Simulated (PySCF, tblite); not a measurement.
# C2H8BNSi2: geometry, infrared bands and NMR shifts

Wanted: the infrared bands and NMR shifts of C2H8BNSi2 (`B1C=C[SiH2][SiH2]N1`), by calculation.

The runs use tblite 0.8.0 and PySCF 2.14.0, with density-fitted response routines of our own; the level of theory stands in each step. All values are computed, except where a source is named. Atoms count from 0, in the outputs and in this text.

## (1) The starting structure

14 atoms, charge 0, multiplicity 1; geometry from: force field or distance geometry start.

Bonds of the start (Å): B0–C1 1.55, C1–C2 1.31, C2–Si3 1.85, Si3–Si4 2.24, Si4–N5 1.78, N5–B0 1.55, B0–H6 1.20, C1–H7 1.11, C2–H8 1.08, Si3–H9 1.45, Si3–H10 1.48, Si4–H11 1.46, Si4–H12 1.48, N5–H13 1.03.

## (2) Geometry optimisation with GFN2-xTB

Job settings and geometry (Å):

```
{"job": {"kind": "relax", "xc": "GFN2-xTB", "basis": "xTB"}, "charge": 0, "multiplicity": 1}
B      0.019900    -1.461500     0.583500
C      1.437100    -1.023000     0.140100
C      1.653100     0.253000    -0.077400
Si     0.369700     1.573300     0.064700
Si    -1.538000     0.562700    -0.517100
N     -1.226800    -1.174100    -0.299900
H     -0.077200    -2.486000     1.198100
H      2.277300    -1.744600     0.038600
H      2.639200     0.552900    -0.386300
H      0.635100     2.726800    -0.772500
H      0.276600     1.925100     1.503800
H     -2.699500     1.058200     0.221200
H     -1.754200     0.774000    -1.968300
H     -2.012900    -1.537300     0.249500
```

Run with:

```sh
> OMP_NUM_THREADS=1 python probes_run.py task.json out
```

One launch serves the whole session: the jobs run in the order shown.

**Question.** This job is followed by: GFN2-xTB harmonic vibrations, gas phase; GIAO PBE0/pcSseg-1 NMR shielding, non-relativistic, gas phase. What will the session give for the following? strongest single infrared mode (GFN2-xTB); zero-point energy (GFN2-xTB); 13C shifts against TMS (PBE0/pcSseg-1); 1H shifts against TMS (PBE0/pcSseg-1, means over atoms taken as alike); 11B shifts against BF3·OEt2 (PBE0/pcSseg-1); 29Si shifts against TMS (PBE0/pcSseg-1); 15N shifts against NH3 (PBE0/pcSseg-1).

The runs gave:

```
                                                              quantity                                   value
                             strongest single infrared mode (GFN2-xTB)                   2153 cm⁻¹, 857 km/mol
                                          zero-point energy (GFN2-xTB)                           58.5 kcal/mol
                                13C shifts against TMS (PBE0/pcSseg-1)                        161.2, 148.7 ppm
1H shifts against TMS (PBE0/pcSseg-1, means over atoms taken as alike)  7.50, 7.49, 5.14, 5.12, 4.26, 4.18 ppm
                           11B shifts against BF3·OEt2 (PBE0/pcSseg-1)                                36.5 ppm
                               29Si shifts against TMS (PBE0/pcSseg-1)                        -60.4, -99.5 ppm
                                15N shifts against NH3 (PBE0/pcSseg-1)                               100.6 ppm
```

What this shows: The optimisation took 87 steps and gained 1.142 eV; among the close pairs (by a distance rule), B0–N5 changed most, from 1.555 to 1.400 Å. No mode is imaginary among the 36: a minimum at this level. The strongest single mode, at 2153 cm⁻¹, moves mainly H10 and H9. GFN2-xTB is a fitted tight-binding method: band positions and strengths are rough. Its intensities can rank the bands wrongly.
